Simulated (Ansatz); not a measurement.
# W: the cost of one run

Computed with Ansatz 0.2.0 (DFT PBEsol, scalar-relativistic, plane waves, PAW, unless a step's input says otherwise).

## Step 1: Starting point

It takes space group Fm-3m (No. 225, cubic). Conventional cell: a = 4.060 Å, b = 4.060 Å, c = 4.060 Å, α = 90.00°, β = 90.00°, γ = 90.00°. Around W (site symmetry m-3m) lie 12 W at 2.87 Å.

Coordinates:

```xyz
1
Lattice="0.0000 2.0300 2.0300 2.0300 0.0000 2.0300 2.0300 2.0300 0.0000" Properties=species:S:1:pos:R:3 pbc="T T T"
W     0.0000    0.0000    0.0000
```

No relaxation comes first: the listed cell is the starting point.

## Step 2: The reference cell

The reference gives a free energy of -10256.0449 eV, pressure -12.59 GPa, largest force 0.000 eV/Å and gap on the mesh none (metal). It was computed beforehand with the settings of the runs below.

## Step 3: Setting up a two-dimensional strain map

The cell is strained by p along both x and y and by q along z, with fractional coordinates fixed.

## Step 4: Point p = -0.030, q = -0.030

input.yaml

```yaml
crystal:
  lattice:
    - [0.0, 1.9691, 1.9691]
    - [1.9691, 0.0, 1.9691]
    - [1.9691, 1.9691, 0.0]
  atoms:
    - { symbol: W, position: [0.0, 0.0, 0.0] }
basis:
  ecutwfc: 420
kpoints:
  mp_grid: { grid: [20, 20, 20] }
hamiltonian:
  xc: pbesol
scf:
  occupations: { method: gaussian, width: 0.15 }
output:
  forces: true
  stress: true
  eigenvalues: true
```

Started as:

```
ansatz run input.yaml --threads 1 --pin off --max-ram 2560MiB --backend cpu --events-out ev --progress --plain --runs-dir out
```

**Question.** How long does this run take on 1 thread of Intel Xeon at 2.50GHz (Skylake/Cascade Lake), shared host, and how much memory does it need?

About 5 s, with a peak of 0.34 GiB.
